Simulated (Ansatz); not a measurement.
# C6H8ClN: the cost of one run

Program: Ansatz 0.2.0. Level of theory: the levels named in each step. These are calculated values, not measurements.

### 1 The system as given

Bond lengths (14 of 15 bonds, heavy atoms first): Cl1–C2 1.731 Å, C2–C3 1.386 Å, C3–C4 1.384 Å, C4–C5 1.385 Å, C5–C6 1.384 Å, C2–C7 1.385 Å, C6–C7 1.385 Å, C3–H9 1.079 Å, C4–H10 1.080 Å, C5–H11 1.080 Å, C6–H12 1.080 Å, C7–H13 1.081 Å, N8–H14 1.013 Å, N8–H15 1.013 Å. Angles (14 of 21 angles, heavy atoms first): Cl1–C2–C3 119.2°, Cl1–C2–C7 119.4°, C3–C2–C7 121.4°, C2–C3–C4 119.2°, C3–C4–C5 120.2°, C4–C5–C6 119.9°, C5–C6–C7 120.7°, C2–C7–C6 118.7°, C2–C3–H9 120.1°, C4–C3–H9 120.8°, C3–C4–H10 119.5°, C5–C4–H10 120.2°, C4–C5–H11 120.1°, C6–C5–H11 120.0°.

Coordinates:

```xyz
16

Cl    2.1010   -0.0088   -0.2934
C     0.5080   -0.1850    0.3619
C     0.3573   -0.6473    1.6593
C    -0.9171   -0.7894    2.1807
C    -2.0245   -0.4737    1.4115
C    -1.8557   -0.0076    0.1188
C    -0.5884    0.1421   -0.4187
N    -0.8218    1.4836   -3.3952
H     1.2260   -0.8894    2.2517
H    -1.0417   -1.1460    3.1925
H    -3.0177   -0.5875    1.8196
H    -2.7151    0.2477   -0.4826
H    -0.4640    0.5153   -1.4258
H    -1.5307    1.0021   -3.9350
H    -1.1072    2.4513   -3.3056
H     0.0377    1.4661   -3.9306
```

### 2 A rough first relaxation, PBE-D4/def2-SVP

This run stands in another session on the same molecule. It ended at:

```xyz
16

Cl    1.6202    0.2859   -0.8609
C     0.1908   -0.0405    0.1103
C     0.3630   -0.5806    1.3944
C    -0.7717   -0.8453    2.1759
C    -2.0556   -0.5720    1.6778
C    -2.2023   -0.0315    0.3904
C    -1.0815    0.2419   -0.4105
N    -0.5565    1.4583   -3.4291
H     1.3749   -0.7889    1.7701
H    -0.6460   -1.2694    3.1839
H    -2.9424   -0.7812    2.2948
H    -3.2065    0.1846   -0.0061
H    -1.1828    0.6677   -1.4260
H    -0.6161    0.9518   -4.3231
H    -0.5184    2.4555   -3.6817
H     0.3770    1.2371   -3.0510
```

### 3 Relaxation, PBE0-D4/def2-TZVP

This run stands in another session on the same molecule. It ended at:

```xyz
16

Cl    1.6250    0.2543   -0.7784
C     0.2010   -0.0616    0.1625
C     0.3464   -0.5968    1.4321
C    -0.7880   -0.8509    2.1873
C    -2.0467   -0.5720    1.6757
C    -2.1688   -0.0363    0.4022
C    -1.0457    0.2251   -0.3692
N    -0.5406    1.4889   -3.5039
H     1.3348   -0.8098    1.8194
H    -0.6828   -1.2697    3.1815
H    -2.9308   -0.7724    2.2694
H    -3.1496    0.1839   -0.0037
H    -1.1317    0.6441   -1.3672
H    -0.6899    0.9697   -4.3603
H    -0.5956    2.4729   -3.7363
H     0.4092    1.3042   -3.2020
```

### 4 Relaxation, PBE0-D4/def2-SVP

This run stands in another session on the same molecule. It ended at:

```xyz
16

Cl    1.6122    0.2732   -0.8364
C     0.1911   -0.0469    0.1205
C     0.3536   -0.5822    1.3970
C    -0.7773   -0.8411    2.1686
C    -2.0491   -0.5673    1.6672
C    -2.1879   -0.0318    0.3874
C    -1.0696    0.2351   -0.4019
N    -0.5499    1.4622   -3.4352
H     1.3557   -0.7910    1.7752
H    -0.6589   -1.2608    3.1705
H    -2.9330   -0.7720    2.2757
H    -3.1821    0.1850   -0.0110
H    -1.1650    0.6563   -1.4099
H    -0.6295    0.9511   -4.3131
H    -0.5418    2.4513   -3.6799
H     0.3777    1.2523   -3.0656
```

### 5 Frequencies, PBE0-D4/def2-SVP

input.yaml reads:

```yaml
crystal:
  periodic: [false, false, false]
  atoms:
    - { symbol: Cl, position_ang: [1.61217643, 0.27317865, -0.83636226] }
    - { symbol: C, position_ang: [0.19108842, -0.04688271, 0.12052016] }
    - { symbol: C, position_ang: [0.35355921, -0.58220081, 1.3969862] }
    - { symbol: C, position_ang: [-0.77728022, -0.84107564, 2.16855164] }
    - { symbol: C, position_ang: [-2.04912668, -0.56730053, 1.66720566] }
    - { symbol: C, position_ang: [-2.18787438, -0.03177173, 0.38744165] }
    - { symbol: C, position_ang: [-1.06962392, 0.23512649, -0.40189055] }
    - { symbol: "N", position_ang: [-0.5499048, 1.46219997, -3.43519557] }
    - { symbol: H, position_ang: [1.35574363, -0.79104097, 1.77517108] }
    - { symbol: H, position_ang: [-0.65891475, -1.26075621, 3.1704598] }
    - { symbol: H, position_ang: [-2.93298706, -0.77197591, 2.27566126] }
    - { symbol: H, position_ang: [-3.18213884, 0.18498658, -0.01095785] }
    - { symbol: H, position_ang: [-1.16504516, 0.65627396, -1.40993133] }
    - { symbol: H, position_ang: [-0.62953879, 0.95109867, -4.31305961] }
    - { symbol: H, position_ang: [-0.54181988, 2.4512823, -3.67991358] }
    - { symbol: H, position_ang: [0.37771676, 1.2522579, -3.0655567] }
basis:
  gaussian: { orbitals: def2-SVP }
hamiltonian:
  xc: pbe0
  dispersion: d4
phonons: {}
```

On the command line:

```
$ ansatz run input.yaml --threads 4 --pin off --max-ram 10240MiB --backend cpu --events-out ev --progress --plain --runs-dir out
```

What time and memory should one allow on 4 threads of Intel Xeon at 2.50GHz (Skylake/Cascade Lake), shared host?

About 12 min, with a peak of 0.5 GiB.
